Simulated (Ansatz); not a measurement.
**Na: pressure up to the limit of the methods**

How does Na (hcp type) answer strong compression? Methods of the runs shown: PAW.

Program: Ansatz 0.2.0. Level of theory: DFT LDA, with the methods named in each step. These are calculated values, not measurements.

## (1) The starting structure

Symmetry: P6_3/mmc, No. 194, hexagonal system. The conventional cell has a = 3.624 Å, b = 3.624 Å, c = 5.872 Å, α = 90.00°, β = 90.00°, γ = 120.00°. Na (site symmetry -6m2) has 12 Na at 3.61 to 3.62 Å in its first shell of neighbours.

As a file:

```xyz
2
Lattice="3.6244 0.0000 0.0000 -1.8122 3.1388 0.0000 0.0000 0.0000 5.8715" Properties=species:S:1:pos:R:3 pbc="T T T"
Na    0.0000    2.0925    1.4679
Na    1.8122    1.0463    4.4036
```

Whether this phase is the stable one at these pressures isn't tested.

Atoms are numbered in the order of the input: Na1, Na2.

## (2) Cell relaxed at zero pressure, PAW

input.yaml reads:

```yaml
crystal:
  lattice:
    - [3.6243901095, 0.0, 0.0]
    - [-1.8121950548, 3.138813908, 0.0]
    - [0.0, 0.0, 5.8715119774]
  atoms:
    - { symbol: Na, position: [0.3333333333, 0.6666666667, 0.25] }
    - { symbol: Na, position: [0.6666666667, 0.3333333333, 0.75] }
kpoints:
  mp_grid: { grid: [12, 12, 7] }
scf:
  occupations: { method: fermi_dirac, width: 0.05 }
hamiltonian:
  xc: lda
  pseudopotentials: { kind: paw }
output:
  forces: true
  stress: true
relax:
  f_tol: 0.005
  max_steps: 40
  cell: {}
```

The run is started by

```console
$ ansatz run input.yaml --threads 1 --pin off --max-ram 2048MiB --backend cpu --events-out ev --progress --plain --runs-dir out
```

The runs that follow: Volume scaled by 1, PAW; Shape and atoms relaxed at 0.92 of the volume, PAW; Volume scaled by 0.92, PAW; Shape and atoms relaxed at 0.84 of the volume, PAW; Volume scaled by 0.84, PAW; Shape and atoms relaxed at 0.76 of the volume, PAW; Volume scaled by 0.76, PAW; Shape and atoms relaxed at 0.68 of the volume, PAW; Volume scaled by 0.68, PAW; Shape and atoms relaxed at 0.6 of the volume, PAW; Volume scaled by 0.6, PAW; Shape and atoms relaxed at 0.52 of the volume, PAW; Volume scaled by 0.52, PAW; Shape and atoms relaxed at 0.45 of the volume, PAW; Volume scaled by 0.45, PAW; Volume scaled by 0.45, PAW (level accurate).

Before running it: what results should come out? Wanted: PAW pressure at 0.45 of the volume; PAW; fitted bulk modulus at zero pressure.

**Answer**, as computed:

| quantity | value |
| --- | --- |
| PAW pressure at 0.45 of the volume | 33.1 GPa |
| PAW (level accurate) pressure at 0.45 of the volume | 33.0 GPa |
| fitted bulk modulus at zero pressure (PAW) | 8.8 GPa |
| its pressure derivative | 3.89 |

What this shows: By PAW the pressure climbs to 33 GPa at 0.45 of the first volume. One third-order Birch-Murnaghan curve follows these points (B₀ = 8.8 GPa, B′ = 3.89, misfit at most 0.04 GPa). A fit over so wide a range leans to the high pressures, so B₀ can be off by several per cent. No all-electron run checks these rows here, and frozen cores can fail under such compression. The ions are at rest, and the electrons smeared by 0.05 eV.
